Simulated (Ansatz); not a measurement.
# CaMn2Bi2: the cost of one run

Computed with Ansatz 0.2.0 (DFT PBE+U, scalar-relativistic, plane waves, PAW, unless a step's input says otherwise).

**1. Starting point**

Symmetry: P2_1/m, No. 11, monoclinic system. Conventional cell: a = 7.212 Å, b = 4.060 Å, c = 7.260 Å, α = 90.00°, β = 94.85°, γ = 90.00°. Bi (site symmetry m) has 5 Mn at 2.69 to 2.89 Å and 3 Ca at 2.97 to 3.00 Å as nearest neighbours. Bi (site symmetry m) is surrounded by 4 Mn at 2.67 to 2.73 Å. Around Mn (site symmetry m) lie 4 Bi at 2.67 to 2.70 Å and 5 Mn at 2.69 to 2.84 Å. Mn (site symmetry m) has 3 Mn at 2.69 to 2.84 Å and 5 Bi at 2.73 to 2.89 Å as nearest neighbours. Around Ca (site symmetry m) lie 6 Bi at 2.97 to 3.15 Å.

Structure file:

```cif
data_structure
_symmetry_space_group_name_H-M 'P 1'
_symmetry_Int_Tables_number 1
_cell_length_a 7.2120
_cell_length_b 4.0600
_cell_length_c 7.2600
_cell_angle_alpha 90.000
_cell_angle_beta 94.850
_cell_angle_gamma 90.000
_cell_volume 211.82
loop_
_atom_site_label
_atom_site_type_symbol
_atom_site_fract_x
_atom_site_fract_y
_atom_site_fract_z
_atom_site_occupancy
Bi1 Bi 0.75400 0.25000 0.13300 1
Bi2 Bi 0.24600 0.75000 0.86700 1
Bi3 Bi 0.23300 0.25000 0.42000 1
Bi4 Bi 0.76700 0.75000 0.58000 1
Mn1 Mn 0.11500 0.25000 0.06200 1
Mn2 Mn 0.88500 0.75000 0.93800 1
Mn3 Mn 0.00100 0.25000 0.69900 1
Mn4 Mn 0.99900 0.75000 0.30100 1
Ca1 Ca 0.52300 0.25000 0.77000 1
Ca2 Ca 0.47700 0.75000 0.23000 1
```

**2. Relaxing cell and atoms: CaMn2Bi2, moments +−−+, 4 GPa**

input.yaml

```yaml
crystal:
  lattice:
    - [7.212, 0.0, 0.0]
    - [0.0, 4.06, 0.0]
    - [-0.613814236, 0.0, 7.2340052588]
  atoms:
    - { symbol: Bi, position: [0.754, 0.25, 0.133] }
    - { symbol: Bi, position: [0.246, 0.75, 0.867] }
    - { symbol: Bi, position: [0.233, 0.25, 0.42] }
    - { symbol: Bi, position: [0.767, 0.75, 0.58] }
    - { symbol: Mn, position: [0.115, 0.25, 0.062], spin: 3.5 }
    - { symbol: Mn, position: [0.885, 0.75, 0.938], spin: -3.5 }
    - { symbol: Mn, position: [0.001, 0.25, 0.699], spin: -3.5 }
    - { symbol: Mn, position: [0.999, 0.75, 0.301], spin: 3.5 }
    - { symbol: Ca, position: [0.523, 0.25, 0.77] }
    - { symbol: Ca, position: [0.477, 0.75, 0.23] }
magnetization:
  spin_polarized: true
scf:
  occupations: { method: gaussian, width: 0.03 }
output:
  forces: true
  stress: true
  eigenvalues: true
  populations: true
hamiltonian:
  xc: pbe
  hubbard: { sites: [{ species: Mn, l: d, u_eff: 2.0 }] }
kpoints:
  mp_grid: { grid: [6, 10, 6] }
relax:
  f_tol: 0.01
  max_steps: 70
  cell: { stress_tol: 0.05, p_target: 4 }
```

Command:

```bash
$ ansatz run input.yaml --threads 16 --pin off --max-ram 16384MiB --backend cpu --events-out ev --progress --plain --runs-dir out
```

**Question.** How long does this run take on 16 threads of Arm Neoverse N1, shared host, and how much memory does it need?

About 20 min, with a peak of 5.4 GiB.
